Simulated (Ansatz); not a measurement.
# CsZnH3: the cost of one run

Method: DFT PBE, scalar-relativistic, plane waves, PAW, in Ansatz 0.2.0.

## 1. Starting point

Symmetry: Pm-3m, No. 221, cubic system. The conventional cell has a = 4.603 Å, b = 4.603 Å, c = 4.603 Å, α = 90.00°, β = 90.00°, γ = 90.00°. Around Cs (site symmetry m-3m) lie 12 H at 3.25 Å. Around Zn (site symmetry m-3m) lie 6 H at 2.30 Å. H (site symmetry 4/mmm) has 2 Zn at 2.30 Å and 4 Cs at 3.25 Å as nearest neighbours.

As a file:

```
CELL_PARAMETERS angstrom
4.60287 0.00000 0.00000
0.00000 4.60287 0.00000
0.00000 0.00000 4.60287
ATOMIC_POSITIONS crystal
Cs 0.50000 0.50000 0.50000
Zn 0.00000 0.00000 0.00000
H 0.50000 0.00000 0.00000
H 0.00000 0.50000 0.00000
H 0.00000 0.00000 0.50000
```

The cell is invented: perovskite family, tilts a0a0a0 (Pm-3m, No. 221). Its size is a rough estimate.

## 2. Probe: one point on a coarse mesh

input.yaml reads:

```yaml
crystal:
  lattice:
    - [4.60287276, 0.0, 0.0]
    - [0.0, 4.60287276, 0.0]
    - [0.0, 0.0, 4.60287276]
  atoms:
    - { symbol: Cs, position: [0.5, 0.5, 0.5] }
    - { symbol: Zn, position: [0.0, 0.0, 0.0] }
    - { symbol: H, position: [0.5, 0.0, 0.0] }
    - { symbol: H, position: [0.0, 0.5, 0.0] }
    - { symbol: H, position: [0.0, 0.0, 0.5] }
basis:
  ecutwfc: 420
kpoints:
  mp_grid: { grid: [4, 4, 4] }
hamiltonian:
  xc: pbe
scf:
  occupations: { method: gaussian, width: 0.1 }
  lower_state_search: "off"
output:
  forces: true
  stress: true
  eigenvalues: true
```

Run with:

```console
$ ansatz run input.yaml --threads 1 --pin off --max-ram 2048MiB --backend cpu --events-out ev --progress --plain --runs-dir out
```

**Question.** How long does this run take on 1 thread of Arm Neoverse V1, shared host, and how much memory does it need?

About 1.5 s, with a peak of 0.32 GiB.
